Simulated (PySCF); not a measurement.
# Si₅H₁₂: NMR shifts and electronic excitations in gas and solvents, part 2 of 2

PySCF 2.14.0. Atoms count from 0. Earlier steps stand in the parts before.

### Step 8. Excited states and response: PBE0/def2-SVPD

The job: settings as JSON, then the geometry in Å.

```
{"job": {"kind": "uv", "xc": "PBE0", "basis": "def2-SVPD", "dynamic": true, "nstates": 6, "ntriplets": 0}, "charge": 0, "multiplicity": 1}
Si    -2.891527    -1.058948     0.010607
Si    -0.614466    -1.482478     0.376418
Si     0.683843     0.184129    -0.641319
Si     2.950431    -0.197915    -0.184266
Si     0.056507     2.260844     0.249488
H     -3.239073     0.289363     0.556947
H     -3.174712    -1.067656    -1.457793
H     -3.750192    -2.086655     0.676293
H     -0.331891    -1.464552     1.847465
H     -0.247385    -2.830225    -0.163624
H      0.443799     0.175246    -2.121084
H      3.374547    -1.539546    -0.690547
H      3.808184     0.852303    -0.815740
H      3.151611    -0.155579     1.297332
H      0.917629     3.354897    -0.296343
H     -1.372776     2.563521    -0.069761
H      0.218148     2.215615     1.735874
```

Method: TDDFT PBE0/def2-SVPD, vertical, gas phase, core orbitals frozen in the response.

Standard output:

```text
coarse grid: 15560 points
cycle   1  E = -1453.4143322474  dE = -4.415e-01  |g| = 1.373e-01  |ddm| = 4.374e+00
cycle   2  E = -1453.4193465114  dE = -5.014e-03  |g| = 4.497e-02  |ddm| = 4.842e-01
cycle   3  E = -1453.4198768424  dE = -5.303e-04  |g| = 2.592e-02  |ddm| = 1.776e-01
cycle   4  E = -1453.4201593490  dE = -2.825e-04  |g| = 4.554e-03  |ddm| = 6.309e-02
cycle   5  E = -1453.4201673898  dE = -8.041e-06  |g| = 1.086e-03  |ddm| = 1.214e-02
final grid: 124096 points
cycle   6  E = -1453.5980616388  dE = -1.095e-05  |g| = 1.041e-03  |ddm| = 4.399e-02
cycle   7  E = -1453.5980618661  dE = -2.273e-07  |g| = 7.394e-04  |ddm| = 4.603e-03
cycle   8  E = -1453.5980620907  dE = -2.245e-07  |g| = 6.726e-05  |ddm| = 1.606e-03
cycle   9  E = -1453.5980620920  dE = -1.338e-09  |g| = 4.338e-05  |ddm| = 2.598e-04
cycle  10  E = -1453.5980620929  dE = -8.317e-10  |g| = 3.612e-06  |ddm| = 9.690e-05
converged SCF energy = -1453.5980620929

Static polarisability (au): isotropic 157.954, principal 125.148 156.659 192.056

Singlet excitations
state   eV       nm        f      main configurations
  1   6.2435    198.6   0.04959   H->L+1 0.56, H->L+2 0.25
  2   6.2604    198.0   0.20846   H->L 0.66, H-1->L+1 0.19
  3   6.3386    195.6   0.00859   H->L+2 0.60, H->L+1 0.22, H-1->L 0.09
  4   6.3845    194.2   0.00823   H-1->L 0.74, H-1->L+2 0.10, H->L+1 0.09
  5   6.6047    187.7   0.06836   H->L+4 0.34, H->L+3 0.28, H-1->L+1 0.18
  6   6.6323    186.9   0.00944   H->L+3 0.62, H->L+4 0.15, H-1->L+2 0.10
```

Run time: 81 s. Hardware: 1 thread of Intel Xeon at 2.50GHz, shared host; peak memory 0.9 GiB.

The orbitals next to the gap, with their largest atomic shares:

| orbital | eV | atoms |
| --- | --- | --- |
| HOMO−3 | -9.05 | Si2 29 %, H10 22 %, Si3 12 % |
| HOMO−2 | -8.82 | Si1 29 %, Si0 21 %, Si2 10 % |
| HOMO−1 | -7.99 | Si2 31 %, Si4 26 %, Si1 12 % |
| HOMO | -7.71 | Si2 23 %, Si1 22 %, Si3 17 % |
| LUMO | -0.51 | Si2 19 %, Si1 18 %, Si0 17 % |
| LUMO+1 | -0.33 | Si4 19 %, Si2 17 %, Si1 16 % |
| LUMO+2 | -0.25 | Si2 20 %, Si4 20 %, Si3 12 % |

With each of the 6 states as a Gaussian band of 0.4 eV half-width at 1/e, the curve within the window shown has maxima at 197 nm (ε 13,000) L/(mol cm). Beyond the last state computed it falls off for lack of states. The curve at chosen wavelengths:

```json
{"nm": "179", "ε (L/mol/cm)": "2328"}
{"nm": "181", "ε (L/mol/cm)": "3411"}
{"nm": "182", "ε (L/mol/cm)": "4042"}
{"nm": "184", "ε (L/mol/cm)": "5460"}
{"nm": "185", "ε (L/mol/cm)": "6229"}
{"nm": "187", "ε (L/mol/cm)": "7831"}
{"nm": "189", "ε (L/mol/cm)": "9411"}
{"nm": "190", "ε (L/mol/cm)": "10148"}
{"nm": "192", "ε (L/mol/cm)": "11421"}
{"nm": "193", "ε (L/mol/cm)": "11922"}
{"nm": "195", "ε (L/mol/cm)": "12582"}
{"nm": "197", "ε (L/mol/cm)": "12728"}
{"nm": "198", "ε (L/mol/cm)": "12602"}
{"nm": "200", "ε (L/mol/cm)": "11979"}
{"nm": "201", "ε (L/mol/cm)": "11504"}
{"nm": "203", "ε (L/mol/cm)": "10299"}
{"nm": "205", "ε (L/mol/cm)": "8874"}
{"nm": "206", "ε (L/mol/cm)": "8123"}
{"nm": "208", "ε (L/mol/cm)": "6625"}
{"nm": "209", "ε (L/mol/cm)": "5906"}
{"nm": "211", "ε (L/mol/cm)": "4577"}
{"nm": "213", "ε (L/mol/cm)": "3435"}
{"nm": "214", "ε (L/mol/cm)": "2941"}
{"nm": "216", "ε (L/mol/cm)": "2110"}
{"nm": "217", "ε (L/mol/cm)": "1768"}
{"nm": "219", "ε (L/mol/cm)": "1217"}
```

Further results of this job:

| property | computed |
| --- | --- |
| dipole moment (D) | 0.13 |
| polarisability (Å³) | 23.41 |
| HOMO–LUMO gap (eV) | 7.20 |
| −ε(HOMO) (eV) | 7.71 |
| C6 with itself (au) | 7307 |

### Step 9. TDDFT and polarisability: PBE0/def2-SVPD in chloroform

Settings changed since step 8:

```diff
@@ -1,2 +1,2 @@
-{"job": {"kind": "uv", "xc": "PBE0", "basis": "def2-SVPD", "dynamic": true, "nstates": 6, "ntriplets": 0}, "charge": 0, "multiplicity": 1}
+{"job": {"kind": "uv", "xc": "PBE0", "basis": "def2-SVPD", "solvent": "chloroform", "nstates": 6, "ntriplets": 0}, "charge": 0, "multiplicity": 1}
 Si    -2.891527    -1.058948     0.010607
```

With the program's defaults for keys left out, this is: TDDFT PBE0/def2-SVPD, vertical, IEF-PCM chloroform (non-equilibrium linear response), core orbitals frozen in the response.

Standard output:

```text
coarse grid: 15560 points
cycle   1  E = -1453.4147654194  dE = -4.414e-01  |g| = 1.361e-01  |ddm| = 4.377e+00
cycle   2  E = -1453.4198893890  dE = -5.124e-03  |g| = 3.989e-02  |ddm| = 5.148e-01
cycle   3  E = -1453.4203393402  dE = -4.500e-04  |g| = 2.150e-02  |ddm| = 1.685e-01
cycle   4  E = -1453.4205343999  dE = -1.951e-04  |g| = 3.498e-03  |ddm| = 5.816e-02
cycle   5  E = -1453.4205391000  dE = -4.700e-06  |g| = 9.328e-04  |ddm| = 1.090e-02
final grid: 124096 points
cycle   6  E = -1453.5984334045  dE = -1.103e-05  |g| = 9.212e-04  |ddm| = 4.395e-02
cycle   7  E = -1453.5984336230  dE = -2.186e-07  |g| = 5.902e-04  |ddm| = 4.229e-03
cycle   8  E = -1453.5984337603  dE = -1.372e-07  |g| = 5.974e-05  |ddm| = 1.309e-03
cycle   9  E = -1453.5984337617  dE = -1.454e-09  |g| = 2.425e-05  |ddm| = 2.359e-04
cycle  10  E = -1453.5984337620  dE = -2.651e-10  |g| = 3.223e-06  |ddm| = 6.480e-05
converged SCF energy = -1453.5984337620

Static polarisability (au): isotropic 203.945, principal 165.876 203.862 242.097

Singlet excitations
state   eV       nm        f      main configurations
  1   6.2033    199.9   0.47786   H->L 0.78, H-1->L+1 0.12
  2   6.2482    198.4   0.01343   H->L+1 0.50, H->L+2 0.31
  3   6.3306    195.8   0.01878   H->L+2 0.60, H->L+1 0.24, H-1->L 0.08
  4   6.3825    194.3   0.00959   H-1->L 0.74, H-1->L+2 0.11, H->L+1 0.10
  5   6.5853    188.3   0.18117   H-1->L+1 0.33, H->L+3 0.31, H->L+4 0.20
  6   6.6195    187.3   0.02809   H->L+3 0.52, H-1->L+2 0.17, H->L+4 0.16
```

It took 69 s on 1 thread of Intel Xeon at 2.50GHz, shared host; peak memory 1.1 GiB.

This run: HOMO -7.58 eV, LUMO -0.38 eV; lowest singlet 6.20 eV.

### Step 10. Excited states and response: PBE0/def2-SVPD in dichloromethane

Settings changed since step 9:

```diff
@@ -1,2 +1,2 @@
-{"job": {"kind": "uv", "xc": "PBE0", "basis": "def2-SVPD", "solvent": "chloroform", "nstates": 6, "ntriplets": 0}, "charge": 0, "multiplicity": 1}
+{"job": {"kind": "uv", "xc": "PBE0", "basis": "def2-SVPD", "solvent": "dichloromethane", "nstates": 6, "ntriplets": 0}, "charge": 0, "multiplicity": 1}
 Si    -2.891527    -1.058948     0.010607
```

Method: TDDFT PBE0/def2-SVPD, vertical, IEF-PCM dichloromethane (non-equilibrium linear response), core orbitals frozen in the response.

Standard output:

```text
coarse grid: 15560 points
cycle   1  E = -1453.4148475466  dE = -4.414e-01  |g| = 1.358e-01  |ddm| = 4.377e+00
cycle   2  E = -1453.4199943047  dE = -5.147e-03  |g| = 3.884e-02  |ddm| = 5.216e-01
cycle   3  E = -1453.4204275954  dE = -4.333e-04  |g| = 2.063e-02  |ddm| = 1.662e-01
cycle   4  E = -1453.4206068838  dE = -1.793e-04  |g| = 3.324e-03  |ddm| = 5.711e-02
cycle   5  E = -1453.4206111236  dE = -4.240e-06  |g| = 9.141e-04  |ddm| = 1.076e-02
final grid: 124096 points
cycle   6  E = -1453.5985054774  dE = -1.104e-05  |g| = 9.056e-04  |ddm| = 4.396e-02
cycle   7  E = -1453.5985056972  dE = -2.199e-07  |g| = 5.697e-04  |ddm| = 4.178e-03
cycle   8  E = -1453.5985058245  dE = -1.273e-07  |g| = 6.019e-05  |ddm| = 1.268e-03
cycle   9  E = -1453.5985058260  dE = -1.512e-09  |g| = 2.294e-05  |ddm| = 2.378e-04
cycle  10  E = -1453.5985058263  dE = -2.319e-10  |g| = 3.355e-06  |ddm| = 6.314e-05
converged SCF energy = -1453.5985058263

Static polarisability (au): isotropic 215.577, principal 178.047 215.674 253.011

Singlet excitations
state   eV       nm        f      main configurations
  1   6.2058    199.8   0.47043   H->L 0.78, H-1->L+1 0.12
  2   6.2500    198.4   0.01280   H->L+1 0.49, H->L+2 0.32
  3   6.3312    195.8   0.01861   H->L+2 0.59, H->L+1 0.25, H-1->L 0.08
  4   6.3833    194.2   0.00912   H-1->L 0.74, H-1->L+2 0.11, H->L+1 0.10
  5   6.5880    188.2   0.17655   H-1->L+1 0.32, H->L+3 0.31, H->L+4 0.20
  6   6.6209    187.3   0.02835   H->L+3 0.52, H-1->L+2 0.17, H->L+4 0.16
```

Run time: 63 s. Hardware: 1 thread of Intel Xeon at 2.50GHz, shared host; peak memory 1.1 GiB.

In short: HOMO -7.57 eV, LUMO -0.37 eV; lowest singlet 6.21 eV.

### Step 11. Side by side: NMR shifts

Shifts (ppm) of some atoms, chosen among heavy atoms and hydrogens apart, means over like atoms, with basis size and wall time:

| run | H11 | H8 | H10 | Si3 | Si0 | Si1 | Si2 | functions | time |
| --- | --- | --- | --- | --- | --- | --- | --- | --- | --- |
| PBE0/pcSseg-1 in chloroform | 3.66 | 3.50 | 3.18 | -101.0 | -104.7 | -111.3 | -130.9 | 180 | 55 s |
| PBE0/pcSseg-1 in dichloromethane | 3.66 | 3.49 | 3.18 | -100.9 | -104.6 | -111.2 | -130.7 | 180 | 59 s |
| PBE0/pcSseg-1 in dimethylsulfoxide | 3.65 | 3.49 | 3.18 | -100.9 | -104.5 | -111.0 | -130.5 | 180 | 50 s |
| WP04/pcSseg-1 in chloroform | 3.11 | 2.95 | 2.62 | -82.8 | -85.4 | -86.6 | -99.6 | 180 | 51 s |
| wB97X-D/pcSseg-1 in chloroform | 3.62 | 3.43 | 3.09 | -100.6 | -103.6 | -112.0 | -132.2 | 180 | 71 s |
| measured | – | – | – | -94.1 | -99.0 | -106.9 | -131.5 | – | – |

Measured: C. Corminboeuf, T. Heine, J. Weber, Chem. Phys. Lett. 357 (2002) 1.

### Step 12. Side by side: electronic excitations

Excitations and ground-state properties, with basis size and wall time:

| run | lowest singlet (eV) | brightest (eV) | f | gap (eV) | α (Å³) | μ (D) | functions | time |
| --- | --- | --- | --- | --- | --- | --- | --- | --- |
| PBE0/def2-SVPD | 6.24 | 6.26 | 0.208 | 7.20 | 23.41 | 0.13 | 216 | 81 s |
| PBE0/def2-SVPD in chloroform | 6.20 | 6.20 | 0.478 | 7.20 | 30.22 | 0.17 | 216 | 69 s |
| PBE0/def2-SVPD in dichloromethane | 6.21 | 6.21 | 0.470 | 7.20 | 31.95 | 0.18 | 216 | 63 s |

The continuum's effect on the ground state:

| solvent | ε | polarisation energy (Eh) | μ (D) |
| --- | --- | --- | --- |
| chloroform | 4.71 | -0.0004 | 0.17 |
| dichloromethane | 8.93 | -0.0005 | 0.18 |

### Step 13. Results

The summary covers parts 1 to 2.

| quantity | value |
| --- | --- |
| point group | C1 |
| rotational constants (main isotopes) | 1.84, 0.78, 0.59 GHz |
| ¹H shifts against TMS (PBE0/pcSseg-1, chloroform, means over atoms taken as alike) | 3.66, 3.63, 3.50, 3.18 ppm |
| ²⁹Si shifts against TMS (PBE0/pcSseg-1, chloroform, means over atoms taken as alike) | -101.0, -104.7, -111.3, -130.9 ppm |
| measured, and computed on the same scale | Si3 δ -94.1, -101.0; Si2 δ -131.5, -130.9; Si1 δ -106.9, -111.3; Si0 δ -99.0, -104.7 ppm |
| lowest singlet (PBE0/def2-SVPD) | 6.24 eV (199 nm), f = 0.050 |
| brightest single state of those computed | state 2, 6.26 eV, f = 0.208 |
| range of the shift of Si2 (PBE0/pcSseg-1 runs) | -130.9 to -130.5 ppm |
| range of the lowest singlet | 6.20 to 6.24 eV |

The start of the PBE0/def2-SVP relaxation was shaken at random by about 0.01 Å, so part of the energy gained, and of the first lengths quoted, undoes that. The optimisation took 12 steps and gained 0.338 eV; among the close pairs (by a distance rule), Si0–Si1 changed most, from 2.286 to 2.345 Å. Against the measured ²⁹Si shifts the unscaled results are off by 4.4 ppm on average (signed mean -4.1, 4 signals). Vibration and temperature are missing from the calculation, and it holds one conformer, so part of the miss against the measured shifts is not the functional's. The lowest singlet, at 6.24 eV, is HOMO→LUMO+1 0.56, HOMO→LUMO+2 0.25 and is weak; of the 6 states computed, the strongest absorption comes from states 1 to 2 together at 6.26 eV. At one level, PBE0/pcSseg-1: Across the 3 runs the shift of Si2 moves most, between -130.9 (PBE0/pcSseg-1 in chloroform) and -130.5 ppm (PBE0/pcSseg-1 in dimethylsulfoxide). Each shift counts from a reference computed in the same medium, and that reference moves with the solvent too, so shifts and shieldings show the solvent's effect differently. The lowest singlet runs from 6.20 eV (PBE0/def2-SVPD in chloroform) to 6.24 eV (PBE0/def2-SVPD), while the orbital gap is 7.20 eV. The lowest state need not be the same one in every run. The continuum holds electrostatics alone: no hydrogen bonds to the solvent, and the gas-phase geometry is kept.
